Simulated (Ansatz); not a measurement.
# CuMoSe2: the cost of one run

Computed with Ansatz 0.2.0 (DFT PBE+U (U_eff = 4 eV on Mo d), plane waves, PAW, unless a step's input says otherwise).

## Step 1: Starting point

Symmetry: R-3m, No. 166, trigonal system. The conventional cell has a = 3.828 Å, b = 3.828 Å, c = 20.845 Å, α = 90.00°, β = 90.00°, γ = 120.00°. Cu (site symmetry -3m) is surrounded by 6 Se at 3.04 Å. Around Mo (site symmetry -3m) lie 6 Se at 2.61 Å. Se (site symmetry 3m) has 3 Mo at 2.61 Å and 3 Cu at 3.04 Å in its first shell of neighbours.

Coordinates:

```
Cu Mo Se
1.0
     1.91396    1.10502    6.94840
    -1.91396    1.10502    6.94840
     0.00000   -2.21005    6.94840
Cu Mo Se
1 1 2
Direct
  0.50000 0.50000 0.50000
  0.00000 0.00000 0.00000
  0.26670 0.26670 0.26670
  0.73330 0.73330 0.73330
```

Magnetic order typed: ferromagnetic.

An earlier series on this cell reached its lowest free state from «from atoms, default search», perhaps among other starts.

## Step 2: Random orbitals: single harmonics, second filling

Contents of input.yaml:

```yaml
crystal:
  lattice:
    - [1.91395814, 1.10502425, 6.9483984]
    - [-1.91395814, 1.10502425, 6.9483984]
    - [0.0, -2.21004849, 6.9483984]
  atoms:
    - { symbol: Cu, position: [0.5, 0.5, 0.5] }
    - { symbol: Mo, position: [0.0, 0.0, 0.0], spin: 1.0 }
    - { symbol: Se, position: [0.2667, 0.2667, 0.2667] }
    - { symbol: Se, position: [0.7333, 0.7333, 0.7333] }
basis:
  ecutwfc: 420
  ecutrho_ratio: 4
kpoints:
  mp_grid: { grid: [6, 6, 6] }
hamiltonian:
  xc: pbe
  hubbard:
    sites:
      - { site: 1, l: d, u_eff: 4.0, starting_ns: [{ spin: up, occupation_matrix: s1up }, { spin: down, occupation_matrix: s1down }] }
    occupation_matrices:
      s1up:
        matrix:
          - [0.97, 0.0, 0.0, 0.0, 0.0]
          - [0.0, 0.97, 0.0, 0.0, 0.0]
          - [0.0, 0.0, 0.02, 0.0, 0.0]
          - [0.0, 0.0, 0.0, 0.02, 0.0]
          - [0.0, 0.0, 0.0, 0.0, 0.02]
      s1down:
        matrix:
          - [0.02, 0.0, 0.0, 0.0, 0.0]
          - [0.0, 0.02, 0.0, 0.0, 0.0]
          - [0.0, 0.0, 0.02, 0.0, 0.0]
          - [0.0, 0.0, 0.0, 0.97, 0.0]
          - [0.0, 0.0, 0.0, 0.0, 0.02]
    ns_hold: { iters: 5 }
scf:
  occupations: { method: gaussian, width: 0.05 }
  lower_state_search: "off"
  max_iter: 150
output:
  forces: true
  stress: true
  eigenvalues: true
  populations: true
  hubbard: { sites: [{ site: 1, l: d }] }
magnetization:
  spin_polarized: true
```

The typed matrices put 0.97 on the chosen orbitals and 0.02 on the others, and are held for 5 cycles.

Command:

```console
$ ansatz run input.yaml --threads 2 --pin off --max-ram 3072MiB --backend cpu --events-out ev --progress --plain --runs-dir out
```

What time and memory should one allow on 2 threads of AMD EPYC 9R45 (Zen 5), shared host?

About 27 s, with a peak of 0.83 GiB.
